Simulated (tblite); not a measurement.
## CuI: one setting at a time in tblite

Simulated with tblite 0.8.0. This is a test of settings. The cell was built from a prototype and was relaxed with r2SCAN in plane waves (Ansatz 0.2.0). Not every such cell is a known phase. All runs are without spin polarisation.

It is cubic, F-43m (No. 216); conventional cell a = 6.024 Å, 27.33 Å³ an atom. Cu is surrounded by 4 I at 2.61 Å; I is surrounded by 4 Cu at 2.61 Å.

The base run uses GFN2-xTB on a cluster of 64 atoms.

```python
import json
from ase import Atoms
from ase.build import make_supercell
from ase.units import Bohr, GPa, Hartree
from tblite.interface import Calculator

atoms = Atoms(['Cu', 'I'],
              cell=[[0.0, 3.0120291, 3.0120291], [3.0120291, 0.0, 3.0120291], [3.0120291, 3.0120291, 0.0]],
              scaled_positions=[[0.0, 0.0, 0.0], [0.25, 0.25, 0.25]],
              pbc=True)
cluster = make_supercell(atoms, [[-2, 2, 2], [-2, -2, 2], [2, -2, 2]])
calc = Calculator('GFN2-xTB', cluster.numbers, cluster.positions / Bohr, lattice=cluster.cell[:] / Bohr, periodic=cluster.pbc)
calc.set('temperature', 0.02 / Hartree)
calc.set('max-iter', 150)
res = calc.singlepoint()
levels = res.get('orbital-energies') * Hartree
nv = round(res.get('orbital-occupations').sum() / 2)
cells = len(cluster) // len(atoms)
out = {'energy_per_cell': res.get('energy') * Hartree / cells, 'homo': levels[nv - 1], 'lumo': levels[nv],
       'stress': (-res.get('virial') * Hartree / cluster.get_volume() / GPa).tolist(), 'charges': res.get('charges')[:len(atoms)].tolist(), 'electrons': 2 * nv / cells}
json.dump(out, open('results.json', 'w'))
for key, value in out.items():
    print(key, value)
```

Command: `python run.py`. It took 3.8 s on 1 thread of Arm Neoverse V2, on a shared host, peak memory 0.13 GiB.

It converged with a gap of 5.18 eV and a pressure of 0.62 GPa (positive in compression). xTB was fitted to molecules, so gaps, charges and pressures of solids can be far off.

Each further run moved one setting: mixer-damping (damping of the charge mixer); temperature (electronic temperature in eV); method (Hamiltonian); charge (charge of the whole cluster); cluster (size of the cluster in conventional cells). Changes are from the base run, which isn't itself converged in every setting; energies of another Hamiltonian, functional, basis or charge aren't compared, and those at a high electronic temperature are mostly its entropy term.

```tsv
setting	how it ended	gap change (eV)	energy change (meV/atom)	pressure change (GPa)	time (s)
mixer-damping = 0.1	converged	0.00	0.0	0.00	3.9
temperature = 0.001	converged	0.00	0.0	0.00	3.8
method = IPEA1-xTB	converged	-2.39	–	7.31	2.4
charge = -2.0 (poor on purpose)	converged	–	–	–	3.9
cluster = 1x1x1 (poor on purpose)	converged	0.06	78.0	0.86	0.86
```

mixer-damping = 0.1 changes nothing that matters here. temperature = 0.001 changes nothing that matters here.

Spin-orbit coupling is left out, which matters wherever the heavy atoms make up the band edges.
